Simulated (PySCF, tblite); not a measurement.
**C₄H₉F₃Si₂: geometry, infrared bands, NMR shifts, electronic excitations and core binding energies**

Wanted: the infrared bands, NMR shifts, electronic excitations and core binding energies of C₄H₉F₃Si₂ (`FC(F)(F)CC1[SiH2]C[SiH2]1`), by calculation.

Programs: tblite 0.8.0 and PySCF 2.14.0, with density-fitted response routines of our own. Each step states its level of theory. These are calculated values for one molecule in the gas phase, unless marked as measured. Atoms are numbered from 0 throughout.

### Step 1. The starting structure

18 atoms, charge 0, multiplicity 1; geometry from: force field or distance geometry start.

Bonds of the start (Å): F0–C1 1.40, C1–F2 1.35, C1–F3 1.39, C1–C4 1.55, C4–C5 1.51, C5–Si6 1.85, Si6–C7 1.86, C7–Si8 1.86, Si8–C5 1.86, C4–H9 1.10, C4–H10 1.10, C5–H11 1.12, Si6–H12 1.47, Si6–H13 1.46, C7–H14 1.11, C7–H15 1.09, Si8–H16 1.46, Si8–H17 1.47.

### Step 2. Geometry optimisation with GFN2-xTB

The job: settings as JSON, then the geometry in Å.

```
{"job": {"kind": "relax", "xc": "GFN2-xTB", "basis": "xTB"}, "charge": 0, "multiplicity": 1}
F     -2.680500    -1.249100     0.191100
C     -2.417800     0.068600    -0.210800
F     -3.455000     0.916100    -0.066300
F     -1.921400    -0.000800    -1.510300
C     -1.211000     0.482900     0.663000
C     -0.133900    -0.502000     0.291500
Si     1.501700    -0.314800     1.130500
C      2.216700     0.512600    -0.371700
Si     0.768800    -0.194100    -1.301800
H     -0.928400     1.527600     0.470600
H     -1.546700     0.281200     1.695700
H     -0.518400    -1.543900     0.393000
H      2.121700    -1.608100     1.433500
H      1.490800     0.633100     2.241700
H      2.277200     1.615900    -0.311800
H      3.159000     0.028700    -0.646500
H      1.094700    -1.472500    -1.931200
H      0.173800     0.824900    -2.171700
```

Command:

```console
$ OMP_NUM_THREADS=1 python probes_run.py task.json out
```

This one command runs all jobs of the session in turn.

The log of the run:

```text
step      E/eV     max force
  0    -836.83347    2.616
  1    -837.23873    1.701
  2    -837.47681    0.846
  3    -837.57769    0.777
  4    -837.64738    0.670
  5    -837.68548    0.572
  6    -837.71353    0.509
  7    -837.73518    0.374
  8    -837.75506    0.322
  9    -837.77274    0.283
 10    -837.78853    0.373
 11    -837.80235    0.345
 12    -837.81309    0.221
 13    -837.81940    0.172
 14    -837.82334    0.154
 15    -837.82658    0.142
 16    -837.82925    0.131
 17    -837.83130    0.108
 18    -837.83282    0.097
 19    -837.83411    0.083
 20    -837.83545    0.096
 21    -837.83697    0.098
 22    -837.83876    0.094
 23    -837.84072    0.096
 24    -837.84253    0.089
 25    -837.84400    0.094
 26    -837.84530    0.082
 27    -837.84659    0.080
 28    -837.84786    0.086
 29    -837.84903    0.072
 30    -837.85012    0.079
 31    -837.85123    0.078
 32    -837.85234    0.090
 33    -837.85329    0.096
 34    -837.85397    0.069
 35    -837.85450    0.062
 36    -837.85502    0.059
 37    -837.85554    0.063
 38    -837.85595    0.043
 39    -837.85624    0.048
 40    -837.85647    0.036
 41    -837.85666    0.031
 42    -837.85684    0.030
 43    -837.85701    0.038
 44    -837.85721    0.050
 45    -837.85748    0.047
 46    -837.85778    0.046
 47    -837.85807    0.048
 48    -837.85834    0.042
 49    -837.85866    0.058
 50    -837.85906    0.063
 51    -837.85952    0.046
 52    -837.85997    0.051
 53    -837.86038    0.049
 54    -837.86082    0.054
 55    -837.86135    0.056
 56    -837.86202    0.065
 57    -837.86293    0.081
 58    -837.86423    0.105
 59    -837.86596    0.114
 60    -837.86796    0.107
 61    -837.86993    0.096
 62    -837.87165    0.080
 63    -837.87311    0.074
 64    -837.87443    0.081
 65    -837.87307    0.201
 66    -837.87635    0.107
 67    -837.87708    0.082
 68    -837.87854    0.088
 69    -837.87933    0.065
 70    -837.88021    0.053
 71    -837.88096    0.040
 72    -837.88146    0.045
 73    -837.88181    0.057
 74    -837.88234    0.065
 75    -837.88301    0.063
 76    -837.88371    0.075
 77    -837.88428    0.083
 78    -837.88471    0.057
 79    -837.88512    0.049
 80    -837.88564    0.042
 81    -837.88604    0.058
 82    -837.88645    0.065
 83    -837.88681    0.052
 84    -837.88717    0.044
 85    -837.88749    0.054
 86    -837.88771    0.037
 87    -837.88784    0.038
 88    -837.88795    0.031
 89    -837.88810    0.024
 90    -837.88827    0.036
 91    -837.88846    0.036
 92    -837.88861    0.022
 93    -837.88871    0.026
 94    -837.88879    0.027
 95    -837.88890    0.025
 96    -837.88905    0.030
 97    -837.88923    0.034
 98    -837.88941    0.031
 99    -837.88959    0.031
100    -837.88972    0.020
101    -837.88979    0.016
102    -837.88982    0.013
103    -837.88985    0.012
104    -837.88989    0.014
105    -837.88994    0.014
106    -837.88999    0.017
107    -837.89004    0.015
108    -837.89008    0.014
109    -837.89013    0.013
110    -837.89017    0.015
111    -837.89021    0.014
112    -837.89024    0.014
113    -837.89027    0.014
114    -837.89030    0.012
115    -837.89033    0.012
116    -837.89035    0.010
```

It took 0.83 s on 1 thread of Arm Neoverse V2, shared host; peak memory 0.18 GiB.

The steps of the relaxation: (not every step is listed)

```
step  energy from step 0 (eV)  largest force (eV/Å)
   0                   0.0000                2.6161
   1                  -0.4053                1.7007
   2                  -0.6433                0.8465
   3                  -0.7442                0.7773
   4                  -0.8139                0.6702
   5                  -0.8520                0.5717
   6                  -0.8801                0.5094
   7                  -0.9017                0.3737
   8                  -0.9216                0.3225
  18                  -0.9993                0.0974
  28                  -1.0144                0.0865
  38                  -1.0225                0.0426
  48                  -1.0249                0.0421
  58                  -1.0308                0.1050
  68                  -1.0451                0.0878
  78                  -1.0512                0.0570
  88                  -1.0545                0.0313
  98                  -1.0559                0.0309
 108                  -1.0566                0.0140
 111                  -1.0567                0.0142
 112                  -1.0568                0.0136
 113                  -1.0568                0.0138
 114                  -1.0568                0.0118
 115                  -1.0569                0.0120
 116                  -1.0569                0.0103
```

Close pairs (by a distance rule), those that changed most:

```
  bond  before (Å)  after (Å)  change (Å)
C5–Si6       1.848      1.929      +0.081
C5–Si8       1.857      1.930      +0.073
C7–Si8       1.860      1.922      +0.062
 F0–C1       1.402      1.342      -0.060
Si6–C7       1.858      1.914      +0.056
 C1–F3       1.393      1.345      -0.048
 C1–C4       1.546      1.512      -0.035
C5–H11       1.115      1.092      -0.023
```

The final coordinates are the input of the step that follows.

### Step 3. Vibrational analysis with GFN2-xTB

The job: settings as JSON, then the geometry in Å.

```
{"job": {"kind": "ir", "xc": "GFN2-xTB", "basis": "xTB"}, "charge": 0, "multiplicity": 1}
F     -2.737976    -1.412603    -0.138079
C     -2.468627    -0.099222    -0.200577
F     -3.609973     0.530938     0.138205
F     -2.265025     0.179413    -1.500071
C     -1.306592     0.303815     0.678435
C     -0.038798    -0.437159     0.287585
Si     1.567512    -0.026405     1.273307
C      2.440713     0.141035    -0.421940
Si     0.786821     0.025609    -1.394535
H     -1.181951     1.382719     0.572792
H     -1.600474     0.085718     1.709094
H     -0.252922    -1.506949     0.336845
H      2.032329    -1.091580     2.161762
H      1.449831     1.230042     2.017131
H      3.007898     1.055265    -0.570343
H      3.120742    -0.679290    -0.635277
H      0.700713    -1.001489    -2.429089
H      0.347019     1.326463    -1.896902
```

The log of the run:

```text
mode    cm-1     km/mol
  1      33.7      0.18
  2      64.4      0.34
  3      76.2      1.77
  4     114.7      1.84
  5     209.2      3.52
  6     221.3      0.31
  7     314.3      3.82
  8     338.1      0.77
  9     378.3      6.54
 10     429.1      4.54
 11     455.6     41.14
 12     474.5      5.31
 13     476.0      4.67
 14     496.4      5.64
 15     535.5     44.16
 16     574.3     33.20
 17     589.9     10.35
 18     631.7     64.08
 19     659.7    125.79
 20     687.7     73.87
 21     694.6    113.04
 22     745.6     72.54
 23     765.3    250.47
 24     772.3    400.37
 25     791.9    150.09
 26     821.5     52.48
 27     904.9     57.34
 28     930.0      6.51
 29    1017.5    136.44
 30    1042.4    254.09
 31    1069.4    100.87
 32    1083.8     53.52
 33    1120.2     17.57
 34    1183.9    135.87
 35    1192.5    158.27
 36    1264.8     33.08
 37    1322.5      5.61
 38    1455.2      3.51
 39    1461.6      4.40
 40    2241.7    281.94
 41    2262.9    171.38
 42    2270.9    623.86
 43    2287.0    299.88
 44    2956.7     25.15
 45    2961.8     23.95
 46    2993.2     17.15
 47    3013.6     36.43
 48    3024.1     14.45
```

Wall time 0.67 s (1 thread of Arm Neoverse V2, shared host); peak memory 0.18 GiB.

The strongest bands and the atoms that carry them (share of the mass-weighted mode):

```
cm⁻¹  km/mol                                  atoms
 765   250.5            H16 32 %, H17 28 %, C5 11 %
 772   400.4  H12 22 %, H13 18 %, Si6 13 %, C7 11 %
1042   254.1                       C1 64 %, F2 18 %
1192   158.3                       C1 60 %, H9 21 %
2242   281.9                     H13 83 %, H12 10 %
2263   171.4                     H12 78 %, H13 13 %
2271   623.9                               H17 82 %
2287   299.9                               H16 91 %
```

### Step 4. Geometry optimisation at PBE0-D3(BJ)/def2-SVP

The job: settings as JSON, then the geometry in Å.

```
{"job": {"xc": "PBE0", "basis": "def2-SVP", "d3": "d3bj", "grid": 1, "shake": 0.01, "kind": "geom"}, "charge": 0, "multiplicity": 1}
F     -2.717570    -1.438160    -0.133900
C     -2.474300    -0.103750    -0.202730
F     -3.630170     0.528620     0.129550
F     -2.231800     0.181670    -1.503600
C     -1.309400     0.297130     0.667880
C     -0.042710    -0.432340     0.285200
Si     1.577090    -0.028400     1.273550
C      2.456170     0.146490    -0.426990
Si     0.784990     0.031010    -1.375180
H     -1.184650     1.380280     0.582820
H     -1.609340     0.082800     1.717920
H     -0.247120    -1.506030     0.343550
H      2.004050    -1.081370     2.152170
H      1.433140     1.232810     2.024140
H      3.003450     1.044500    -0.570080
H      3.120210    -0.665230    -0.627800
H      0.702650    -0.990370    -2.431140
H      0.337760     1.332300    -1.891080
```

The log of the run:

```text
step   0  E = -1035.14637789  max force = 0.040786
step   1  E = -1035.15458010  max force = 0.004687
step   2  E = -1035.15512536  max force = 0.001458
step   3  E = -1035.15525246  max force = 0.002044
step   4  E = -1035.15538679  max force = 0.002581
step   5  E = -1035.15553242  max force = 0.001920
step   6  E = -1035.15574371  max force = 0.001555
step   7  E = -1035.15587431  max force = 0.001970
step   8  E = -1035.15597309  max force = 0.002383
step   9  E = -1035.15606940  max force = 0.001797
step  10  E = -1035.15612719  max force = 0.000959
step  11  E = -1035.15615194  max force = 0.000639
step  12  E = -1035.15615925  max force = 0.000348
optimisation converged
```

Wall time 3.1 min (1 thread of Arm Neoverse V2, shared host); peak memory 0.77 GiB.

Relaxation path:

```
step  energy from step 0 (eV)  largest force component (eV/Å)
   0                   0.0000                          2.0973
   1                  -0.2232                          0.2410
   2                  -0.2380                          0.0750
   3                  -0.2415                          0.1051
   4                  -0.2451                          0.1327
   5                  -0.2491                          0.0987
   6                  -0.2549                          0.0800
   7                  -0.2584                          0.1013
   8                  -0.2611                          0.1225
   9                  -0.2637                          0.0924
  10                  -0.2653                          0.0493
  11                  -0.2660                          0.0329
  12                  -0.2662                          0.0179
```

Close pairs (by a distance rule), those that changed most:

```
   bond  before (Å)  after (Å)  change (Å)
Si6–H12       1.436      1.496      +0.060
 C7–H14       1.061      1.099      +0.037
 C7–H15       1.068      1.103      +0.035
 C5–Si6       1.940      1.911      -0.030
Si8–H17       1.470      1.495      +0.025
 Si6–C7       1.922      1.898      -0.024
  C1–F2       1.359      1.336      -0.023
Si8–H16       1.471      1.493      +0.022
```

The final coordinates are the input of the step that follows.

```
                         at the end point                value
  point group (found at 0.08 Å tolerance)                   C1
rotational constants (GHz, main isotopes)  2.375, 0.643, 0.572
                        dipole moment (D)                 2.11
```

### Step 5. Shielding tensors: PBE0/pcSseg-1

The job: settings as JSON, then the geometry in Å.

```
{"job": {"kind": "nmr", "xc": "PBE0", "basis": "pcSseg-1"}, "charge": 0, "multiplicity": 1}
F     -2.662571    -1.606325    -0.079067
C     -2.514529    -0.279756    -0.172761
F     -3.682682     0.277802     0.157503
F     -2.292193    -0.000223    -1.467418
C     -1.394977     0.217884     0.705079
C     -0.043634    -0.351384     0.317097
Si     1.573403     0.198549     1.173150
C      2.510194     0.053726    -0.471686
Si     0.812089     0.113940    -1.331749
H     -1.401281     1.316987     0.638835
H     -1.674332    -0.042812     1.738888
H     -0.066328    -1.456292     0.371642
H      2.039547    -0.649527     2.314163
H      1.471999     1.619422     1.631853
H      3.250431     0.826670    -0.719662
H      2.984129    -0.935919    -0.579411
H      0.605004    -0.804277    -2.491197
H      0.460012     1.512603    -1.725087
```

With the program's defaults for keys left out, this is: GIAO PBE0/pcSseg-1 NMR shielding, non-relativistic, gas phase.

The log of the run:

```text
coarse grid: 16432 points
cycle   1  E = -1035.3741165853  dE =  1.110e+00  |g| = 9.282e-01  |ddm| = 3.788e+00
cycle   2  E = -1035.2436361674  dE =  1.305e-01  |g| = 1.306e+00  |ddm| = 1.229e+00
cycle   3  E = -1035.5299383185  dE = -2.863e-01  |g| = 6.113e-02  |ddm| = 7.515e-01
cycle   4  E = -1035.5304061514  dE = -4.678e-04  |g| = 3.678e-02  |ddm| = 7.453e-02
cycle   5  E = -1035.5306940501  dE = -2.879e-04  |g| = 6.568e-03  |ddm| = 3.449e-02
cycle   6  E = -1035.5307038310  dE = -9.781e-06  |g| = 2.297e-03  |ddm| = 1.016e-02
final grid: 151848 points
cycle   7  E = -1035.6020580001  dE = -4.385e-05  |g| = 9.526e-03  |ddm| = 2.672e-02
cycle   8  E = -1035.6020377926  dE =  2.021e-05  |g| = 1.358e-02  |ddm| = 2.121e-02
cycle   9  E = -1035.6020793842  dE = -4.159e-05  |g| = 5.674e-04  |ddm| = 1.213e-02
cycle  10  E = -1035.6020794261  dE = -4.190e-08  |g| = 2.790e-04  |ddm| = 6.638e-04
cycle  11  E = -1035.6020794421  dE = -1.600e-08  |g| = 7.337e-05  |ddm| = 2.815e-04
cycle  12  E = -1035.6020794432  dE = -1.123e-09  |g| = 1.735e-05  |ddm| = 7.492e-05
cycle  13  E = -1035.6020794433  dE = -5.821e-11  |g| = 3.442e-06  |ddm| = 1.793e-05
converged SCF energy = -1035.6020794433

GIAO shielding tensors (ppm)
atom      isotropic    diamagn.    paramagn.     s11        s22        s33       span
  0 F      266.240     474.241    -208.001    176.452    273.408    348.859    172.407
  1 C       51.770     245.993    -194.223     47.015     49.601     58.693     11.678
  2 F      257.040     468.584    -211.544    170.149    258.722    342.247    172.098
  3 F      267.745     476.719    -208.974    177.753    276.227    349.256    171.503
  4 C      148.837     246.690     -97.854    131.772    146.164    168.575     36.803
  5 C      179.156     259.840     -80.684    158.835    175.650    202.982     44.147
  6 Si     380.133     881.045    -500.913    344.913    368.845    426.641     81.729
  7 C      194.267     261.281     -67.014    183.258    194.471    205.073     21.815
  8 Si     377.401     881.419    -504.017    341.607    366.313    424.283     82.676
  9 H       29.350      30.609      -1.259     24.800     29.784     33.465      8.665
 10 H       29.226      29.173       0.053     24.196     28.885     34.598     10.401
 11 H       30.195      33.789      -3.594     25.274     30.817     34.493      9.219
 12 H       26.248      29.038      -2.790     22.324     24.088     32.332     10.008
 13 H       26.604      29.686      -3.083     23.640     25.160     31.011      7.370
 14 H       30.959      29.815       1.143     25.994     27.051     39.830     13.836
 15 H       30.854      30.909      -0.055     26.779     27.743     38.040     11.261
 16 H       26.226      29.676      -3.450     21.916     25.123     31.640      9.725
 17 H       26.571      30.314      -3.744     23.257     25.986     30.469      7.212
```

It took 40 s on 1 thread of Arm Neoverse V2, shared host; peak memory 1 GiB.

The references, computed at this level on geometries of the same kind, shield at (ppm): ¹H TMS 31.27, ¹³C TMS 184.4, ²⁹Si TMS 352.0, ¹⁹F CFCl3 177.2. Their shielding less the atom's gives the shift. The references are single molecules in the gas phase, so shifts against H2O, NH3, PH3, H3PO4 or CFCl3 are not on the usual liquid scales and can be off by tens of ppm. Atoms listed in one row are averaged.

```
     atoms                                                environment  σ (ppm)  δ (ppm)  δ scaled to CDCl3
        C1                                                 CF3 carbon     51.8    132.6              128.3
        C4                                                    sp3 CH2    148.8     35.6               34.0
        C5                                      sp3 CH bonded to 2 Si    179.2      5.3                4.6
        C7                                     sp3 CH2 bonded to 2 Si    194.3     -9.9              -10.1
  H12, H16  hydrogen on a silicon bonded to 2 C, in a 4-membered ring    26.24     5.03                  –
  H13, H17  hydrogen on a silicon bonded to 2 C, in a 4-membered ring    26.59     4.68                  –
   H9, H10                                     hydrogen on an sp3 CH2    29.29     1.98               2.09
       H11                       hydrogen on an sp3 CH bonded to 2 Si    30.20     1.07               1.23
       H15                      hydrogen on an sp3 CH2 bonded to 2 Si    30.85     0.41               0.61
       H14                      hydrogen on an sp3 CH2 bonded to 2 Si    30.96     0.31               0.51
F0, F2, F3                                    fluorine of a CF3 group    263.7    -86.4                  –
  Si6, Si8           silicon bonded to 2 C, 2 H, in a 4-membered ring    378.8    -26.8                  –
```

The scaled column applies a straight-line fit of computed shieldings to shifts measured in CDCl3, and one for carbons that bear F (root-mean-square error 0.21 ppm for H, 2.0 ppm for C).

Charges from the same density, by scheme (e):

```
     atoms  Mulliken    IAO  Hirshfeld  ESP fit
F0, F2, F3     -0.27  -0.28      -0.09    -0.22
        C1      0.80   0.81       0.26     0.72
        C4     -0.21  -0.29      -0.10    -0.59
        C5     -0.84  -0.66      -0.20    -0.21
  Si6, Si8      0.64   0.74       0.32     0.51
        C7     -0.80  -0.83      -0.25    -0.72
```

Mayer bond orders: F0–C1 1.00, C1–F2 1.01, C1–F3 0.98, C1–C4 1.03, C4–C5 1.01, C5–Si6 0.87, Si6–C7 0.92, C7–Si8 0.90, Si8–C5 0.86.

Ring of atoms C5, Si6, C7, Si8: NICS(0) -4.1, NICS(1) -2.7, NICS(1)zz 2.8 ppm (means of both faces).

The fields below are evaluated on a grid from the run's orbitals.

Frontier orbitals at PBE0/pcSseg-1, with the share of their density that lies nearest to each atom:

```
orbital  energy (eV)                                     lies on
   HOMO        -7.96  C5 27 %; H12, H16 about 11 % each; C7 11 %
   LUMO        -0.02                Si6 15 %; H12 13 %; Si8 11 %
```

ELF in a plane through or near 7 of the atoms.

Ten even steps from ' ' (0.00) to '@' (1.00):
```
                                                        
                                                        
                                                        
                  ..                                    
              ..--++==::        ..++==                  
              ..==****--..      %%@@@@++                
              ..----....::--  ::@@@@@@##                
              ::----**++==%%--==%%@@@@..  ::--..        
            ..++##::**::%%%%**%%::::**....++**==..      
          ..--**%%@@++--##**--@@****@@==**##%%##--      
        ..++##++--++**--##@@##++::++++++++**##**--      
        ..++####--%%##..--::##::  ::**##::..::--..      
          ::====++@@--##**..--  ::######==              
              ..::==--....==--  ::##%%%%##::            
                  ..==@@@@@@**    ::====--..            
                    ==@@@@@@**                          
                    ::**%%%%--                          
                        ..                              
                                                        
                                                        
```
The map spans 12.5 Å across and 10.3 Å up, centred on the molecule. Atoms in the plane (x, y in Å): C1 (2.5, -0.2), F3 (2.3, -1.5), C4 (1.4, 0.7), Si6 (-1.6, 1.2), C7 (-2.5, -0.4), Si8 (-0.8, -1.3), H10 (1.7, 1.7).

On the surface of density 0.002 e/bohr³ the electrostatic potential runs, from the 1st to the 99th percentile, from -0.64 V near F3 to 1.15 V near H11.

(Part 1 of 2 ends here.)
